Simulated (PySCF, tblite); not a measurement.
# C₄H₈FSSi₂ radical: geometry, infrared bands and EPR parameters

What infrared bands and EPR parameters should C₄H₈FSSi₂ radical (`C=C1[CH][C@@H](S[SiH3])[Si@H]1F`) show?

Computed with tblite 0.8.0 and PySCF 2.14.0, with density-fitted response routines of our own, on a single molecule in the gas phase. Atoms count from 0, in the outputs and in this text.

## 1. The molecule as given

16 atoms, charge 0, multiplicity 2; geometry from: force field or distance geometry start.

Bonds of the start (Å): C0–C1 1.32, C1–C2 1.50, C2–C3 1.51, C3–S4 1.78, S4–Si5 2.11, C3–Si6 1.88, Si6–F7 1.67, Si6–C1 1.84, C0–H8 1.09, C0–H9 1.09, C2–H10 1.12, C3–H11 1.09, Si5–H12 1.48, Si5–H13 1.49, Si5–H14 1.48, Si6–H15 1.47.

## 2. Optimising the geometry with GFN2-xTB

Job settings and geometry (Å):

```
{"job": {"kind": "relax", "xc": "GFN2-xTB", "basis": "xTB"}, "charge": 0, "multiplicity": 2}
C     -2.574700     0.744300     0.759800
C     -1.749900    -0.143100     0.239300
C     -1.457000    -0.561900    -1.174000
C      0.019900    -0.720300    -0.907000
S      0.789600     0.884700    -0.809100
Si     2.865900     0.901800    -0.438200
Si    -0.491400    -1.365400     0.777800
F      0.478000    -0.868200     2.049100
H     -3.193000     1.303100     0.058600
H     -2.649900     0.905200     1.832900
H     -1.693000     0.316600    -1.826200
H      0.457800    -1.503600    -1.526600
H      3.464400    -0.442100    -0.315800
H      3.078000     1.567000     0.877100
H      3.637100     1.739300    -1.383200
H     -0.989300    -2.748500     0.815500
```

Run with:

```bash
$ OMP_NUM_THREADS=1 python probes_run.py task.json out
```

The driver reads the jobs from task.json and runs them one after another.

The log of the run:

```text
step      E/eV     max force
  0    -652.63139    4.572
  1    -653.19117    2.809
  2    -653.55888    1.281
  3    -653.68728    0.931
  4    -653.75250    0.602
  5    -653.79530    0.663
  6    -653.86687    0.653
  7    -653.90599    0.621
  8    -653.94323    0.530
  9    -653.97187    0.494
 10    -653.99981    0.444
 11    -654.01926    0.486
 12    -654.03514    0.324
 13    -654.04727    0.269
 14    -654.05808    0.335
 15    -654.07015    0.319
 16    -654.08167    0.317
 17    -654.09184    0.311
 18    -654.10305    0.326
 19    -654.11564    0.427
 20    -654.12857    0.391
 21    -654.14048    0.246
 22    -654.15170    0.279
 23    -654.16536    0.421
 24    -654.18188    0.406
 25    -654.19597    0.347
 26    -654.20629    0.359
 27    -654.21504    0.294
 28    -654.22419    0.363
 29    -654.23672    0.311
 30    -654.24879    0.270
 31    -654.26030    0.233
 32    -654.27091    0.253
 33    -654.28326    0.257
 34    -654.29697    0.304
 35    -654.30992    0.308
 36    -654.32057    0.377
 37    -654.32921    0.275
 38    -654.33728    0.210
 39    -654.34691    0.260
 40    -654.35383    0.225
 41    -654.35885    0.142
 42    -654.36106    0.122
 43    -654.36227    0.100
 44    -654.36352    0.119
 45    -654.36574    0.151
 46    -654.36760    0.152
 47    -654.36957    0.113
 48    -654.37117    0.118
 49    -654.37273    0.110
 50    -654.37424    0.085
 51    -654.37572    0.090
 52    -654.37704    0.088
 53    -654.37830    0.093
 54    -654.37974    0.111
 55    -654.38143    0.104
 56    -654.38327    0.113
 57    -654.38492    0.095
 58    -654.38621    0.067
 59    -654.38729    0.080
 60    -654.38834    0.075
 61    -654.38928    0.102
 62    -654.39011    0.085
 63    -654.39087    0.080
 64    -654.39159    0.062
 65    -654.39223    0.068
 66    -654.39279    0.064
 67    -654.39323    0.050
 68    -654.39376    0.054
 69    -654.39436    0.056
 70    -654.39481    0.044
 71    -654.39515    0.049
 72    -654.39549    0.045
 73    -654.39591    0.049
 74    -654.39637    0.053
 75    -654.39685    0.051
 76    -654.39747    0.053
 77    -654.39819    0.063
 78    -654.39890    0.062
 79    -654.39949    0.055
 80    -654.39998    0.055
 81    -654.40045    0.048
 82    -654.40094    0.043
 83    -654.40149    0.049
 84    -654.40210    0.073
 85    -654.40273    0.078
 86    -654.40326    0.056
 87    -654.40361    0.045
 88    -654.40384    0.038
 89    -654.40405    0.042
 90    -654.40438    0.048
 91    -654.40471    0.048
 92    -654.40510    0.040
 93    -654.40542    0.043
 94    -654.40565    0.042
 95    -654.40583    0.038
 96    -654.40603    0.034
 97    -654.40632    0.044
 98    -654.40671    0.062
 99    -654.40721    0.064
100    -654.40772    0.058
101    -654.40811    0.039
102    -654.40835    0.028
103    -654.40853    0.030
104    -654.40873    0.035
105    -654.40900    0.040
106    -654.40933    0.046
107    -654.40964    0.048
108    -654.40986    0.038
109    -654.41006    0.036
110    -654.41030    0.035
111    -654.41068    0.050
112    -654.41116    0.048
113    -654.41154    0.034
114    -654.41174    0.031
115    -654.41187    0.027
116    -654.41201    0.026
117    -654.41223    0.032
118    -654.41252    0.036
119    -654.41278    0.031
120    -654.41294    0.033
121    -654.41305    0.030
122    -654.41314    0.027
123    -654.41326    0.024
124    -654.41340    0.032
125    -654.41355    0.035
126    -654.41368    0.023
127    -654.41376    0.022
128    -654.41382    0.021
129    -654.41387    0.022
130    -654.41392    0.023
131    -654.41399    0.022
132    -654.41408    0.028
133    -654.41426    0.042
134    -654.41461    0.065
135    -654.41520    0.085
136    -654.41598    0.082
137    -654.41673    0.059
138    -654.41715    0.034
139    -654.41733    0.059
140    -654.41752    0.043
141    -654.41787    0.053
142    -654.41832    0.059
143    -654.41903    0.098
144    -654.42029    0.110
145    -654.42226    0.148
146    -654.42095    0.271
147    -654.42442    0.101
148    -654.42508    0.089
149    -654.42591    0.060
150    -654.42676    0.085
151    -654.42726    0.083
152    -654.42782    0.101
153    -654.42850    0.068
154    -654.42997    0.089
155    -654.43079    0.079
156    -654.43153    0.060
157    -654.43213    0.043
158    -654.43247    0.041
159    -654.43284    0.037
160    -654.43307    0.036
161    -654.43324    0.039
162    -654.43340    0.030
163    -654.43359    0.031
164    -654.43377    0.038
165    -654.43395    0.043
166    -654.43417    0.048
167    -654.43436    0.036
168    -654.43451    0.036
169    -654.43459    0.024
170    -654.43465    0.019
171    -654.43468    0.010
172    -654.43470    0.007
```

Run time: 1.7 s. Hardware: 1 thread of Arm Neoverse V1, shared host; peak memory 0.18 GiB.

The steps of the relaxation: (not every step is listed)

```
step  energy from step 0 (eV)  largest force (eV/Å)
   0                   0.0000                4.5724
   1                  -0.5598                2.8086
   2                  -0.9275                1.2805
   3                  -1.0559                0.9307
   4                  -1.1211                0.6022
   5                  -1.1639                0.6635
   6                  -1.2355                0.6535
   7                  -1.2746                0.6215
   8                  -1.3118                0.5299
  23                  -1.5340                0.4208
  38                  -1.7059                0.2103
  53                  -1.7469                0.0931
  68                  -1.7624                0.0536
  83                  -1.7701                0.0491
  98                  -1.7753                0.0616
 113                  -1.7801                0.0344
 128                  -1.7824                0.0205
 143                  -1.7876                0.0976
 158                  -1.8011                0.0407
 167                  -1.8030                0.0357
 168                  -1.8031                0.0356
 169                  -1.8032                0.0239
 170                  -1.8033                0.0194
 171                  -1.8033                0.0102
 172                  -1.8033                0.0071
```

Distances of close pairs at the start and the end, largest changes first:

```
   bond  before (Å)  after (Å)  change (Å)
  C1–C2       1.503      1.402      -0.101
  C3–S4       1.783      1.866      +0.083
 Si6–F7       1.674      1.612      -0.062
 C1–Si6       1.835      1.897      +0.062
 C3–Si6       1.875      1.932      +0.057
 C2–H10       1.119      1.076      -0.044
  C0–C1       1.319      1.362      +0.043
Si5–H13       1.489      1.459      -0.031
```

The final coordinates are the input of the step that follows.

## 3. Vibrational analysis with GFN2-xTB

Job settings and geometry (Å):

```
{"job": {"kind": "ir", "xc": "GFN2-xTB", "basis": "xTB"}, "charge": 0, "multiplicity": 2}
C     -3.190340     0.195888     0.675764
C     -1.898831    -0.005554     0.293053
C     -1.312034     0.124442    -0.973252
C      0.110955    -0.233460    -0.773444
S      1.260437     1.168792    -1.214700
Si     3.124199     0.308923    -0.637883
Si    -0.269075    -0.555658     1.093156
F      0.428259     0.471728     2.120920
H     -3.932981     0.530705    -0.029311
H     -3.506349     0.042405     1.691605
H     -1.758753     0.467473    -1.889645
H      0.456125    -1.060061    -1.396389
H      3.280179    -0.949955    -1.365727
H      3.105678     0.048469     0.797063
H      4.097037     1.309230    -1.037867
H     -0.002103    -1.854424     1.676741
```

The log of the run:

```text
mode    cm-1     km/mol
  1      39.8      2.93
  2      59.7      1.34
  3      88.0      0.80
  4     102.4      1.13
  5     130.1      1.48
  6     134.4      4.62
  7     220.5      6.23
  8     281.0      4.84
  9     317.6      1.71
 10     384.6     17.85
 11     490.7      5.75
 12     502.3     34.75
 13     524.7     22.97
 14     535.4     54.40
 15     542.0    106.22
 16     552.4     73.77
 17     584.8     16.68
 18     627.2     67.34
 19     676.9     43.56
 20     701.1     25.31
 21     737.9    130.91
 22     759.4    262.04
 23     777.2    193.22
 24     783.5    102.89
 25     797.1    226.72
 26     853.0    224.59
 27     965.4      1.51
 28     995.0      3.36
 29    1108.7      5.42
 30    1126.7      2.81
 31    1196.8      7.37
 32    1280.7      5.30
 33    1397.1      1.23
 34    1505.7      3.66
 35    2265.4    272.43
 36    2306.1    159.83
 37    2368.6    193.34
 38    2383.0    325.94
 39    2914.1     28.27
 40    3094.3     12.31
 41    3112.6     24.27
 42    3139.3     21.08
```

It took 0.78 s on 1 thread of Arm Neoverse V1, shared host; peak memory 0.18 GiB.

The strongest bands and the atoms that carry them (share of the mass-weighted mode):

```
cm⁻¹  km/mol                                  atoms
 759   262.0  H12 25 %, H14 21 %, C3 18 %, H13 12 %
 777   193.2             C3 21 %, H14 13 %, H8 11 %
 797   226.7                     H12 49 %, H13 47 %
 853   224.6             Si6 44 %, F7 33 %, C3 11 %
2265   272.4                               H12 92 %
2306   159.8                               H13 92 %
2369   193.3                               H14 96 %
2383   325.9                               H15 96 %
```

## 4. g tensor and hyperfine couplings: B3LYP/pcH-1

Settings changed since step 3:

```diff
@@ -1,2 +1,2 @@
-{"job": {"kind": "ir", "xc": "GFN2-xTB", "basis": "xTB"}, "charge": 0, "multiplicity": 2}
+{"job": {"kind": "epr", "basis": "pcH-1"}, "charge": 0, "multiplicity": 2}
 C     -3.190340     0.195888     0.675764
```

Level: UKS B3LYP, pcH-1 on C F H S Si, non-relativistic, mean-field spin-orbit, GIAO.

The log of the run:

```text
UKS, coarse grid
  cycle   1  E = -1234.20456399  |g| = 4.95e-01
  cycle   2  E = -1234.11003993  |g| = 7.45e-01
  cycle   3  E = -1234.29371803  |g| = 7.85e-02
  cycle   4  E = -1234.29525848  |g| = 4.26e-02
  cycle   5  E = -1234.29611813  |g| = 1.18e-02
  cycle   6  E = -1234.29620325  |g| = 7.25e-03
  cycle   7  E = -1234.29623908  |g| = 2.98e-03
  cycle   8  E = -1234.29624845  |g| = 1.50e-03
  cycle   9  E = -1234.29624990  |g| = 5.02e-04
UKS, final grid
  cycle   1  E = -1234.29621108  |g| = 7.43e-04
  cycle   2  E = -1234.29621062  |g| = 1.20e-03
  cycle   3  E = -1234.29621137  |g| = 1.35e-04
  cycle   4  E = -1234.29621138  |g| = 2.22e-05
E = -1234.29621138 Eh   <S^2> = 0.7770 (exact 0.7500)
g shifts (ppm)      1          2          3
  rmc          -149       -149       -149
  gc              0         15         29
  oz_so         137        548       1686
  total         -11        415       1566
hyperfine (MHz)  atom isotope    a_iso     a_fc   dipolar eigenvalues
    0   13C      53.14      53.22    -50.93    -49.33    100.26
    1   13C     -46.32     -46.35    -26.41      9.45     16.96
    2   13C      59.43      59.48    -50.52    -48.74     99.27
    3   13C     -21.95     -21.94     -2.23     -0.27      2.50
    4   33S      23.74      23.63     -5.95     -5.71     11.65
    5  29Si      -0.83      -0.84     -1.88      0.90      0.98
    6  29Si      -9.32      -9.33     -1.42     -0.32      1.74
    7   19F      -9.82      -9.80     -4.03      1.33      2.70
    8    1H     -39.65     -39.66    -21.60     -1.58     23.19
    9    1H     -41.72     -41.72    -24.68     -0.50     25.19
   10    1H     -39.13     -39.14    -21.38     -1.69     23.07
   11    1H      75.93      75.94     -3.47     -1.93      5.40
   12    1H      -0.37      -0.37     -0.75     -0.37      1.12
   13    1H      -0.40      -0.40     -0.62     -0.39      1.01
   14    1H       4.30       4.30     -0.63     -0.20      0.83
   15    1H      -2.20      -2.20     -1.23     -0.49      1.73
```

It took 2.4 min on 1 thread of Arm Neoverse V1, shared host; peak memory 1.1 GiB.

Principal g values 2.00231, 2.00273, 2.00389; g(iso) = 2.00298, against 2.00232 for a free electron.

Mean a(iso) over the nuclei that a row names, and the largest dipolar term of the row (other rows stand at the frozen geometry):

```
       nuclei  isotope  a(iso) (MHz)  a(iso) (G, at g = 2.0023)  largest dipolar term (MHz)
          H11       1H          75.9                       27.1                         5.4
           C2      13C          59.4                       21.2                        99.3
           C0      13C          53.1                       19.0                       100.3
           C1      13C         -46.3                      -16.5                       -26.4
           H9       1H         -41.7                      -14.9                        25.2
           H8       1H         -39.7                      -14.1                        23.2
          H10       1H         -39.1                      -14.0                        23.1
           S4      33S          23.7                        8.5                        11.7
           C3      13C         -21.9                       -7.8                         2.5
           F7      19F          -9.8                       -3.5                        -4.0
          Si6     29Si          -9.3                       -3.3                         1.7
          H15       1H          -2.2                       -0.8                         1.7
H12, H13, H14       1H           1.2                        0.4                         1.1
          Si5     29Si          -0.8                       -0.3                        -1.9
```

Mulliken spin populations:

C0 0.68; C1 -0.25; C2 0.63; C3 -0.06; S4 0.05; Si5 0.01; Si6 0.00; F7 0.00; H8 -0.03; H9 -0.03; H10 -0.02; H11 0.03; H12 0.00; H13 0.00; H14 0.00; H15 0.00

In first order the couplings over 0.8 MHz of 1H, 19F give 256 distinct lines over 75.6 G, if the averaged nuclei exchange fast; the same motion can average rows kept apart here too.

The fields below are evaluated on a grid from the run's orbitals.

ELF in a plane through or near 6 of the atoms.

Ten even steps from '0' (0.00) to '9' (1.00):
```
0000000000000000000000000000
0000000000000000000000000000
0000000000000000000000000000
0000000001320001661000000000
0000000036762007996000000000
0000000047884008996000000000
0000110048885126982038950000
0001442258547465450089990000
0003774158548676683289991000
0003781836646642736828730000
0001550732314752726765410000
0000114688002301984499950000
0000018999201210681199980000
0000029999103521240099970000
0000019999004663100026510000
0000005885003442000000000000
0000000000000110000000000000
0000000000000000000000000000
0000000000000000000000000000
0000000000000000000000000000
```
The map spans 13.7 Å across and 9.6 Å up, centred on the molecule. Atoms in the plane (x, y in Å): C0 (3.3, -0.1), C1 (1.9, 0.0), Si5 (-3.2, 0.1), H8 (3.9, 0.8), H9 (3.8, -1.0), H13 (-2.9, -1.4).

log10 of the density (e/Å³) in the same plane.

Values, 10 rows by 14 columns:
```
-4.0 -4.0 -4.0 -4.0 -4.0 -4.0 -4.0 -4.0 -4.0 -4.0 -4.0 -4.0 -4.0 -4.0
-4.0 -4.0 -4.0 -4.0 -3.5 -2.9 -3.1 -3.2 -2.8 -3.2 -4.0 -4.0 -4.0 -4.0
-4.0 -4.0 -3.4 -2.9 -1.9 -1.4 -1.6 -1.8 -0.9 -1.7 -3.0 -3.4 -4.0 -4.0
-4.0 -3.1 -2.2 -1.6 -1.0 -0.1 -0.5 -0.7  0.1 -1.1 -1.5 -1.6 -3.0 -4.0
-4.0 -2.6 -1.3 -0.6 -0.4  0.0  0.0 -0.1  0.2 -0.4 -0.1 -0.5 -2.3 -4.0
-4.0 -2.6 -1.3 -0.1  0.6 -0.8 -0.6 -0.4  0.0  0.3  1.7 -0.6 -2.4 -4.0
-4.0 -3.3 -2.1 -0.7  0.1 -1.3 -0.9  0.0 -0.4 -0.9 -0.2 -0.7 -2.5 -4.0
-4.0 -4.0 -2.9 -1.7 -1.1 -1.9 -0.7 -0.1 -1.2 -2.2 -2.0 -2.2 -3.4 -4.0
-4.0 -4.0 -3.9 -3.0 -2.8 -3.0 -1.8 -1.5 -2.4 -3.4 -3.8 -4.0 -4.0 -4.0
-4.0 -4.0 -4.0 -4.0 -4.0 -4.0 -4.0 -3.6 -3.9 -4.0 -4.0 -4.0 -4.0 -4.0
```
The map spans 13.7 Å across and 9.6 Å up, centred on the molecule. Atoms in the plane (x, y in Å): C0 (3.3, -0.1), C1 (1.9, 0.0), Si5 (-3.2, 0.1), H8 (3.9, 0.8), H9 (3.8, -1.0), H13 (-2.9, -1.4).

On the surface of density 0.002 e/bohr³ the electrostatic potential runs, from the 1st to the 99th percentile, from -1.16 V near F7 to 1.49 V near H15.

The spin density lies nearest to C0, C2 about 33 % each; C1 10 % (beta excess); H9 6 %.

## 5. What came out

| quantity | value |
| --- | --- |
| strongest single infrared mode (GFN2-xTB) | 2383 cm⁻¹, 326 km/mol |
| zero-point energy (GFN2-xTB) | 62.0 kcal/mol |
| g(iso) (B3LYP) | 2.00298 |
| ⟨S²⟩ | 0.777 (exact 0.75) |
| largest a(iso) (averaged by class) | 1H on H11, 75.9 MHz |
| potential on the surface of density 0.002 e/bohr³, 1st and 99th percentile | -1.16 V and 1.49 V |

The optimisation took 172 steps and gained 1.803 eV; among the close pairs (by a distance rule), C1–C2 changed most, from 1.503 to 1.402 Å. All 42 modes are real, so the xTB geometry is a minimum. The strongest single mode, at 2383 cm⁻¹, moves mainly H15. Unscaled tight-binding wavenumbers are off by several per cent, some by more. Its intensities can rank the bands wrongly. The largest spin populations lie on C0 (0.68 e), C2 (0.63 e). The isotropic g lies 0.7 ppt above the free-electron value. These values are for one conformer; the search (at its own cheap level) found 2 more, at 0.02, 0.21 kcal/mol (those within 0.05 may be mirror or relabelled copies), and measured spectra average over such forms.
